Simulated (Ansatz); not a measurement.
# H₂Br (doublet): from Hartree-Fock to the top rungs at distance H1–H2 along a hydrogen transfer = 1.349 Å, 6-31G

Aim: climb from Hartree-Fock through coupled cluster and multireference methods for H₂Br (doublet) at one geometry and basis, and see what each rung misses.

Computed with Ansatz 0.2.0, Gaussian basis. Level: 6-31G, core rule «outside noble gas», up to 14 orbitals frozen.

To be run: UHF; CCSD(T) on ROHF; CCSD(T) on UHF; BCCD(T) on ROHF; CISD; CCSDT(Q) on ROHF; CCSDT(Q) on UHF; CASSCF and MRCISD+Q, 3 electrons in 3 orbitals; CASSCF and NEVPT2, 3 electrons in 3 orbitals; CASSCF and MRCISD+Q, 9 electrons in 6 orbitals; CASSCF and NEVPT4(SD), 9 electrons in 6 orbitals; CASSCF and NEVPT2, 9 electrons in 6 orbitals; Full CI.

8 further runs of the same task are left out: 8 that didn't finish.

**1. The geometry**

The geometry derives from fragments relaxed apart (PBE0/def2-TZVP) and kept rigid, so it is no stationary point. A hydrogen atom is moved between rigid fragments. No spin-orbit coupling is included. The filled d shell of Br may be among the frozen orbitals whatever the setting's name suggests; the logs give the count.

3 atoms, charge 0, spin multiplicity 2.

Atoms are counted from 1 here; the program's logs count them from 0.

Bond lengths: H2–Br3 1.530 Å.

**2. UHF**

The input, in.yaml:

```yaml
crystal:
  periodic: [false, false, false]
  atoms:
    - {symbol: H, position_ang: [0.000000, 0.000000, -1.409333]}
    - {symbol: H, position_ang: [0.000000, 0.000000, -0.060333]}
    - {symbol: Br, position_ang: [0.000000, 0.000000, 1.469667]}
basis:
  gaussian: {orbitals: 6-31G}
magnetization: {spin_polarized: true, initial_magnetization: 1}
hamiltonian: {xc: hf}
output: {orbitals: {seedname: orbitals}}
```

On the command line:

```bash
> ansatz run in.yaml --threads 1 --pin off --events-out ev --progress --plain --max-ram 2393MiB
```

After this run come: CCSD(T) on ROHF; CCSD(T) on UHF; BCCD(T) on ROHF; CISD; CCSDT(Q) on ROHF; CCSDT(Q) on UHF; CASSCF and MRCISD+Q, 3 electrons in 3 orbitals; CASSCF and NEVPT2, 3 electrons in 3 orbitals; CASSCF and MRCISD+Q, 9 electrons in 6 orbitals; CASSCF and NEVPT4(SD), 9 electrons in 6 orbitals; CASSCF and NEVPT2, 9 electrons in 6 orbitals; Full CI.

**Question.** What will the summary of the whole plan be? Wanted: FCI below the RHF energy; RMP2 from FCI; UMP2 from FCI; RCCSD from FCI; RCCSD(T) from FCI; UCCSD(T) from FCI; RCCSDT(Q) from FCI; UCCSDT(Q) from FCI; NEVPT2 pair from FCI.

The runs gave:

| quantity | value |
| --- | --- |
| FCI below the RHF energy | -1.7185 eV |
| RMP2 from FCI | +8.51 kcal/mol |
| UMP2 from FCI | +8.28 kcal/mol |
| RCCSD from FCI | +0.51 kcal/mol |
| RCCSD(T) from FCI | +0.10 kcal/mol |
| UCCSD(T) from FCI | +0.10 kcal/mol |
| RCCSDT(Q) from FCI | 0.00 kcal/mol |
| UCCSDT(Q) from FCI | 0.00 kcal/mol |
| NEVPT2 pair from FCI | +3.76 kcal/mol |
| MRCISD+Q pair from FCI | +0.34 kcal/mol |
| NEVPT2 valence from FCI | +5.68 kcal/mol |
| levels within 1 kcal/mol (43 meV) | RCCSD, UCCSD, RCCSD(T), UCCSD(T), BCCD(T), RCCSDT, UCCSDT, RCCSDT(Q), UCCSDT(Q), MRCISD pair, MRCISD+Q pair, NEVPT4(SD) valence, MRCISD valence, MRCISD+Q valence |
| T1 diagnostic | 0.021 |
| effectively unpaired electrons | 1.02 |

In words: RCCSD(T) misses by +0.10 kcal/mol, 0.3 % of the correlation energy. One determinant dominates. Of the multireference levels listed MRCISD+Q valence comes nearest in total energy (+0.30 kcal/mol), which doesn't show that its space is the better one. These misses are within one basis, not against nature; the frozen cores of restricted and unrestricted runs differ, which can shift their rows.
